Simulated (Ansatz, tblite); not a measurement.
# C₄₈H₃₈S₂: one state, many levels

Aim: run the singlet of C₄₈H₃₈S₂ at one geometry on many levels, and compare frontier levels, spin and run time.

Program: Ansatz 0.2.0, Gaussian basis. Level of theory: as each input shows. These are calculated values, not measurements.

Levels to be run: GFN1-xTB, GFN2-xTB, PBE-D4/def2-SVP, r2SCAN-D4/def2-SVP.

1 further run of the same task is left out (set aside as unsound or not needed).

### Step 1. The structure

The geometry is that of the singlet, from an earlier relaxation (PBE-D4/def2-SVP).

SMILES `S/C=C/c1ccc(/C=C/c2ccc(/C=C/c3ccc(/C=C/c4ccc(/C=C/c5ccc(/C=C/c6ccc(S)cc6)cc5)cc4)cc3)cc2)cc1`, 88 atoms, charge 0, spin multiplicity 1.

Bond lengths: S1–C2 1.760 Å, S1–H51 1.361 Å, C2–C3 1.360 Å, C2–H52 1.101 Å, C3–C4 1.460 Å, C3–H53 1.104 Å, C4–C5 1.418 Å, C4–C50 1.420 Å, C5–C6 1.393 Å, C5–H54 1.101 Å, C6–C7 1.420 Å, C6–H55 1.102 Å, C7–C8 1.456 Å, C7–C49 1.419 Å, C8–C9 1.365 Å, C8–H56 1.104 Å, C9–C10 1.456 Å, C9–H57 1.104 Å and more. Angles: C2–S1–H51 96.5°, S1–C2–C3 122.7°, S1–C2–H52 115.8°, C3–C2–H52 121.4°, C2–C3–C4 126.5°, C2–C3–H53 118.2°, C4–C3–H53 115.3°, C3–C4–C5 123.9°, C3–C4–C50 119.1°, C5–C4–C50 117.0°, C4–C5–C6 121.1°, C4–C5–H54 120.0°, C6–C5–H54 118.9°, C5–C6–C7 121.9°, C5–C6–H55 119.4°, C7–C6–H55 118.7°, C6–C7–C8 119.3°, C6–C7–C49 116.9° and more.

PBE0-D4/def2-SVP was run before; its log isn't repeated, and its numbers join the tables.

### Step 2. GFN1-xTB

Tight binding, by tblite at 300 K electronic temperature and without a spin-polarisation term:

```python
tblite.interface.Calculator('GFN1-xTB', numbers, positions, charge=0, uhf=0).singlepoint()
```

Energy -3515.3604 eV, HOMO -10.45 eV, LUMO -8.89 eV; 0.44 s.

### Step 3. GFN2-xTB

Tight binding, by tblite at 300 K electronic temperature and without a spin-polarisation term:

```python
tblite.interface.Calculator('GFN2-xTB', numbers, positions, charge=0, uhf=0).singlepoint()
```

Energy -3496.2001 eV, HOMO -9.56 eV, LUMO -7.96 eV; 0.41 s.

### Step 4. PBE-D4/def2-SVP

start.molden holds the orbitals of an earlier run on this state, given as this run's starting guess.

The input, in.yaml:

```yaml
crystal:
  periodic: [false, false, false]
  atoms:
    - {symbol: S, position_ang: [-21.333629, -0.052326, -0.001673]}
    - {symbol: C, position_ang: [-19.623180, 0.295556, 0.225160]}
    - {symbol: C, position_ang: [-18.638749, -0.496829, -0.276116]}
    - {symbol: C, position_ang: [-17.201113, -0.302025, -0.114048]}
    - {symbol: C, position_ang: [-16.625548, 0.747917, 0.645593]}
    - {symbol: C, position_ang: [-15.243683, 0.881368, 0.757921]}
    - {symbol: C, position_ang: [-14.348339, -0.021531, 0.125058]}
    - {symbol: C, position_ang: [-12.913426, 0.169269, 0.284698]}
    - {symbol: C, position_ang: [-11.917392, -0.595512, -0.251504]}
    - {symbol: C, position_ang: [-10.483121, -0.406337, -0.087830]}
    - {symbol: C, position_ang: [-9.906995, 0.636062, 0.684034]}
    - {symbol: C, position_ang: [-8.525874, 0.763338, 0.803676]}
    - {symbol: C, position_ang: [-7.630609, -0.136635, 0.164891]}
    - {symbol: C, position_ang: [-6.196448, 0.050444, 0.329048]}
    - {symbol: C, position_ang: [-5.201543, -0.718724, -0.204178]}
    - {symbol: C, position_ang: [-3.767114, -0.528922, -0.046705]}
    - {symbol: C, position_ang: [-2.874324, -1.430404, -0.687132]}
    - {symbol: C, position_ang: [-1.492858, -1.296084, -0.582696]}
    - {symbol: C, position_ang: [-0.913778, -0.244267, 0.174275]}
    - {symbol: C, position_ang: [0.521013, -0.041320, 0.311236]}
    - {symbol: C, position_ang: [1.514051, -0.790721, -0.252742]}
    - {symbol: C, position_ang: [2.948785, -0.577492, -0.132062]}
    - {symbol: C, position_ang: [3.530009, 0.467534, 0.632456]}
    - {symbol: C, position_ang: [4.911170, 0.629285, 0.695792]}
    - {symbol: C, position_ang: [5.801169, -0.235199, 0.002783]}
    - {symbol: C, position_ang: [7.234938, -0.001040, 0.095026]}
    - {symbol: C, position_ang: [8.223683, -0.702036, -0.534686]}
    - {symbol: C, position_ang: [9.656723, -0.460367, -0.454190]}
    - {symbol: C, position_ang: [10.239319, 0.564611, 0.341561]}
    - {symbol: C, position_ang: [11.614699, 0.761349, 0.379018]}
    - {symbol: C, position_ang: [12.502804, -0.053269, -0.376355]}
    - {symbol: C, position_ang: [13.949735, 0.113729, -0.374681]}
    - {symbol: C, position_ang: [14.667989, 1.045495, 0.316514]}
    - {symbol: C, position_ang: [16.116381, 1.215355, 0.318705]}
    - {symbol: C, position_ang: [16.693873, 2.244178, 1.104554]}
    - {symbol: C, position_ang: [18.073403, 2.455469, 1.147902]}
    - {symbol: C, position_ang: [18.940966, 1.634663, 0.395218]}
    - {symbol: S, position_ang: [20.681028, 1.954055, 0.491901]}
    - {symbol: C, position_ang: [18.384870, 0.603123, -0.395152]}
    - {symbol: C, position_ang: [17.005231, 0.401800, -0.429708]}
    - {symbol: C, position_ang: [11.922363, -1.077235, -1.166292]}
    - {symbol: C, position_ang: [10.542330, -1.274982, -1.203801]}
    - {symbol: C, position_ang: [5.220270, -1.286188, -0.753698]}
    - {symbol: C, position_ang: [3.839180, -1.448661, -0.816115]}
    - {symbol: C, position_ang: [-1.806497, 0.653334, 0.820098]}
    - {symbol: C, position_ang: [-3.188097, 0.519232, 0.715345]}
    - {symbol: C, position_ang: [-8.206674, -1.178569, -0.607647]}
    - {symbol: C, position_ang: [-9.587667, -1.305658, -0.727401]}
    - {symbol: C, position_ang: [-14.925095, -1.073084, -0.632599]}
    - {symbol: C, position_ang: [-16.306892, -1.206084, -0.746058]}
    - {symbol: H, position_ang: [-21.800851, 1.082985, 0.586506]}
    - {symbol: H, position_ang: [-19.390803, 1.194254, 0.817050]}
    - {symbol: H, position_ang: [-18.930954, -1.379807, -0.871317]}
    - {symbol: H, position_ang: [-17.272861, 1.472357, 1.162633]}
    - {symbol: H, position_ang: [-14.826769, 1.707280, 1.356202]}
    - {symbol: H, position_ang: [-12.632865, 1.032666, 0.912306]}
    - {symbol: H, position_ang: [-12.197297, -1.457570, -0.881071]}
    - {symbol: H, position_ang: [-10.556382, 1.359028, 1.199728]}
    - {symbol: H, position_ang: [-8.107850, 1.582756, 1.410058]}
    - {symbol: H, position_ang: [-5.914977, 0.914622, 0.955197]}
    - {symbol: H, position_ang: [-5.483573, -1.583317, -0.829403]}
    - {symbol: H, position_ang: [-3.295013, -2.255715, -1.283593]}
    - {symbol: H, position_ang: [-0.845507, -2.019913, -1.099621]}
    - {symbol: H, position_ang: [0.804876, 0.822549, 0.936353]}
    - {symbol: H, position_ang: [1.229883, -1.652420, -0.880630]}
    - {symbol: H, position_ang: [2.884567, 1.166201, 1.185179]}
    - {symbol: H, position_ang: [5.333381, 1.451619, 1.295016]}
    - {symbol: H, position_ang: [7.520749, 0.845991, 0.741993]}
    - {symbol: H, position_ang: [7.936822, -1.543156, -1.188956]}
    - {symbol: H, position_ang: [9.592813, 1.219680, 0.944295]}
    - {symbol: H, position_ang: [12.018376, 1.567027, 1.010105]}
    - {symbol: H, position_ang: [14.493617, -0.604973, -1.011786]}
    - {symbol: H, position_ang: [14.122790, 1.764057, 0.952430]}
    - {symbol: H, position_ang: [16.032953, 2.895537, 1.697754]}
    - {symbol: H, position_ang: [18.484481, 3.264673, 1.770586]}
    - {symbol: H, position_ang: [21.067475, 0.953807, -0.347396]}
    - {symbol: H, position_ang: [19.042527, -0.049038, -0.989894]}
    - {symbol: H, position_ang: [16.608679, -0.410345, -1.056869]}
    - {symbol: H, position_ang: [12.582192, -1.727309, -1.762639]}
    - {symbol: H, position_ang: [10.123871, -2.079227, -1.829589]}
    - {symbol: H, position_ang: [5.865896, -1.987706, -1.302556]}
    - {symbol: H, position_ang: [3.417036, -2.272411, -1.413399]}
    - {symbol: H, position_ang: [-1.385779, 1.478459, 1.416792]}
    - {symbol: H, position_ang: [-3.835582, 1.242398, 1.233019]}
    - {symbol: H, position_ang: [-7.557342, -1.901047, -1.124045]}
    - {symbol: H, position_ang: [-10.005686, -2.124651, -1.334295]}
    - {symbol: H, position_ang: [-14.276435, -1.801358, -1.141690]}
    - {symbol: H, position_ang: [-16.723767, -2.033640, -1.341842]}
basis:
  gaussian: {orbitals: def2-SVP, fitting: {mean_field: def2-universal-jkfit}, initial_orbitals: start.molden}
hamiltonian: {xc: pbe, dispersion: d4}
scf: {omitted_lower_state_checks: [starts]}
output: {orbitals: {seedname: orbitals}}
```

Started as:

```console
$ ansatz run in.yaml --threads 4 --pin off --events-out ev --progress --plain --max-ram 66560MiB --backend cuda --devices 0, --max-vram 37GiB
```

The runs that follow: r2SCAN-D4/def2-SVP.

Before running them: what should the planned runs give, taken together? Wanted: gap in def2-SVP, named functionals, smallest and largest; binding an atom, functionals in def2-SVP.

**Answer**, as computed:

| quantity | value |
| --- | --- |
| gap in def2-SVP, named functionals, smallest and largest | 1.48 eV (PBE-D4), 2.76 eV (PBE0-D4) |
| binding an atom, functionals in def2-SVP | 5.26 (r2SCAN-D4) to 5.43 eV (PBE-D4) |

What this shows: Orbital gaps of the named functionals in def2-SVP span 1.48 eV (PBE-D4) to 2.76 eV (PBE0-D4); exact exchange widens it.
